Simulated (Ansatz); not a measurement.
# TiH (quartet): the correlation ladder, def2-TZVPP

An exercise on one series of results from a longer session: the logs are not shown, and one member is left open.

Computed with Ansatz 0.2.0, Gaussian basis. Level: def2-TZVPP, core rule «outside noble gas», up to 9 orbitals frozen.

To be run: UHF; ROHF; CCSD(T) on UHF.

## What is computed

The geometry is a PBE0/def2-TZVP stationary point (not a proven minimum).

2 atoms, charge 0, spin multiplicity 4.

Atoms are counted from 1 here; the program's logs count them from 0.

Bond lengths: Ti1–H2 1.754 Å.

Coordinates:

```
Ti    0.0000    0.0000    0.0000
H     0.0000    0.0000    1.7540
```

Set-up of the first run:

in.yaml

```yaml
crystal:
  periodic: [false, false, false]
  atoms:
    - {symbol: Ti, position_ang: [0.000000, 0.000000, 0.000000]}
    - {symbol: H, position_ang: [0.000000, 0.000000, 1.753968]}
basis:
  gaussian: {orbitals: def2-TZVPP}
magnetization: {spin_polarized: true, initial_magnetization: 3}
hamiltonian: {xc: hf}
output: {orbitals: {seedname: orbitals}}
```

Run with:

```console
ansatz run in.yaml --threads 1 --pin off --events-out ev --progress --plain --max-ram 2816MiB --backend cpu
```

Among the steps run: UHF; ROHF; CCSD(T) on UHF.

One of the session's tables, all rows but one given; the rest of the session is left out.

It belongs to the step «Misses and costs». 

```
  method  from UCCSD(T) (kcal/mol)
    ROHF                    +44.74
     UHF                    +41.83
    UMP2                    +10.91
   UCCSD                         ?
UCCSD(T)                         0
```

Q: Estimate the row for UCCSD from the others.

The run gave: from UCCSD(T) (kcal/mol): +1.06. In the column «from UCCSD(T) (kcal/mol)» it lies between UCCSD(T) (0) and UMP2 (+10.91).

With the free atoms at the same levels and basis (separate runs), the atomisation energy is 2.125 eV at UCCSD(T), 1.783 eV at ROHF.
